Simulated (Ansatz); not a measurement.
**SiAsH2+ (triplet): from Hartree-Fock to the top rungs, cc-pVDZ**

Aim: climb from Hartree-Fock through coupled cluster and multireference methods for SiAsH2+ (triplet) at one geometry and basis, and see what each rung misses.

Computed with Ansatz 0.2.0, Gaussian basis. Level: cc-pVDZ, core rule «outside noble gas», up to 19 orbitals frozen.

The runs, in order: UHF; CCSD(T) on ROHF; CCSD(T) on UHF; BCCD(T) on ROHF; CISD; CCSDT(Q) on ROHF; CCSDT(Q) on UHF; CCSDTQ on ROHF; CASSCF and MRCISD+Q, 10 electrons in 10 orbitals; CASSCF and NEVPT2, 10 electrons in 10 orbitals.

3 further runs of the same task are left out: 3 set aside as unsound or not needed.

## (1) The geometry

The geometry is a PBE0/def2-TZVP stationary point (not a proven minimum) of the parent state, kept for this charge and spin. No spin-orbit coupling is included. The filled d shell of As may be among the frozen orbitals whatever the setting's name suggests; the logs give the count.

4 atoms, charge 1, spin multiplicity 3.

Atoms are counted from 1 here; the program's logs count them from 0.

Bond lengths: Si1–As2 2.399 Å, Si1–H3 1.478 Å, Si1–H4 1.478 Å. Angles: As2–Si1–H3 121.2°, As2–Si1–H4 121.2°, H3–Si1–H4 117.6°.

## (2) UHF

The input, in.yaml:

```yaml
crystal:
  periodic: [false, false, false]
  atoms:
    - {symbol: Si, position_ang: [0.000000, 0.000000, 1.696441]}
    - {symbol: As, position_ang: [0.000000, 0.000000, -0.702186]}
    - {symbol: H, position_ang: [0.000000, 1.264239, 2.462181]}
    - {symbol: H, position_ang: [0.000000, -1.264239, 2.462181]}
basis:
  gaussian: {orbitals: cc-pVDZ}
total_charge: 1
magnetization: {spin_polarized: true, initial_magnetization: 2}
hamiltonian: {xc: hf}
output: {orbitals: {seedname: orbitals}}
```

On the command line:

```bash
$ ansatz run in.yaml --threads 1 --pin off --events-out ev --progress --plain --max-ram 4096MiB --backend cpu
```

Further steps of the session: CCSD(T) on ROHF; CCSD(T) on UHF; BCCD(T) on ROHF; CISD; CCSDT(Q) on ROHF; CCSDT(Q) on UHF; CCSDTQ on ROHF; CASSCF and MRCISD+Q, 10 electrons in 10 orbitals; CASSCF and NEVPT2, 10 electrons in 10 orbitals.

Q: Predict the results of all the runs planned. Wanted: RCCSDTQ from the RHF energy; RMP2 from RCCSDTQ; UMP2 from RCCSDTQ; RCCSD from RCCSDTQ; RCCSD(T) from RCCSDTQ; UCCSD(T) from RCCSDTQ; RCCSDT(Q) from RCCSDTQ; UCCSDT(Q) from RCCSDTQ; NEVPT2 valence from RCCSDTQ.

**Answer**, as computed:

```
                         quantity                                                             value
      RCCSDTQ from the ROHF energy                                                        -5.1721 eV
                RMP2 from RCCSDTQ                                                   +26.80 kcal/mol
                UMP2 from RCCSDTQ                                                   +27.24 kcal/mol
               RCCSD from RCCSDTQ                                                    +4.36 kcal/mol
            RCCSD(T) from RCCSDTQ                                                    +1.01 kcal/mol
            UCCSD(T) from RCCSDTQ                                                    +0.86 kcal/mol
           RCCSDT(Q) from RCCSDTQ                                                    +0.03 kcal/mol
           UCCSDT(Q) from RCCSDTQ                                                    -0.14 kcal/mol
      NEVPT2 valence from RCCSDTQ                                                   +21.36 kcal/mol
    MRCISD+Q valence from RCCSDTQ                                                    +0.50 kcal/mol
levels within 1 kcal/mol (43 meV)  UCCSD(T), RCCSDT, UCCSDT, RCCSDT(Q), UCCSDT(Q), MRCISD+Q valence
                    T1 diagnostic                                                             0.026
   effectively unpaired electrons                                                              2.03
```

In words: RCCSD(T) misses by +1.01 kcal/mol, 0.8 % of the correlation energy. One determinant dominates. Of the multireference levels listed MRCISD+Q valence comes nearest in total energy (+0.50 kcal/mol), which doesn't show that its space is the better one. These misses are within one basis, not against nature; the frozen cores of restricted and unrestricted runs differ, which can shift their rows.

With open shells the CI space here admits some triples and quadruples, so it is larger than plain CISD.
